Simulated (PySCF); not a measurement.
# C18H14O4S2: the cost of one run

Programs: PySCF 2.14.0, with routines of our own; each step states its level. All values are computed. Atoms count from 0.

### 1 The starting structure

38 atoms, charge 0, multiplicity 1; geometry from: GFN2-xTB.

### 2 Electronic excitations: TDA OLYP/6-31G*

What the job is given:

```
{"job": {"kind": "uv", "basis": "6-31G*", "grid": 1, "kgrid": 0, "vcut": null, "nstates": 3, "ntriplets": 2, "tda": true, "delta": [], "pop": false, "xc": "OLYP", "scf": {"aux": "def2-universal-jkfit"}}, "charge": 0, "multiplicity": 1}
O     -0.506764    -1.538385     0.511419
S      0.576587    -1.006127     1.294667
O      0.831038    -1.646620     2.562800
C      2.117436    -1.009772     0.385168
C      3.095164    -0.104917     0.743057
C      4.305019    -0.123935     0.068811
C      4.515884    -1.045984    -0.943494
C      3.524995    -1.952152    -1.286723
C      2.314433    -1.938732    -0.615435
C      0.168196     0.709405     1.681770
C      0.367622     1.161768     2.974632
C     -0.015465     2.449298     3.316201
C     -0.597104     3.276384     2.366724
C     -0.793257     2.818904     1.073183
C     -0.408604     1.532288     0.737568
S     -0.575991     1.001422    -0.979814
O     -0.889375     2.192812    -1.731761
O      0.637466     0.315532    -1.337057
C     -2.001181    -0.075011    -1.082860
C     -1.984763    -1.144956    -1.953215
C     -3.107985    -1.948494    -2.047047
C     -4.226538    -1.666668    -1.278805
C     -4.229553    -0.584036    -0.414533
C     -3.107996     0.222837    -0.315351
H      2.908256     0.607532     1.533081
H      5.079691     0.581950     0.328250
H      5.459206    -1.056940    -1.469125
H      3.694580    -2.662559    -2.081788
H      1.511890    -2.615524    -0.860704
H      0.808677     0.484772     3.690196
H      0.137037     2.805496     4.323324
H     -0.895358     4.278853     2.632076
H     -1.227301     3.439443     0.304041
H     -1.089274    -1.337952    -2.521535
H     -3.110347    -2.798364    -2.712445
H     -5.101729    -2.295176    -1.352655
H     -5.102256    -0.371911     0.184696
H     -3.088537     1.069910     0.354432
```

Method: TDA OLYP/6-31G*, vertical, gas phase, core orbitals frozen in the response.

Launch:

```bash
$ OMP_NUM_THREADS=2 python large_run.py task.json out
```

One launch serves the whole session: the jobs run in the order shown.

Q: Estimate the wall time and peak memory of this first job on 2 threads of Intel Xeon at 2.50GHz, shared host.

About 68 s, with a peak of 1.4 GiB.
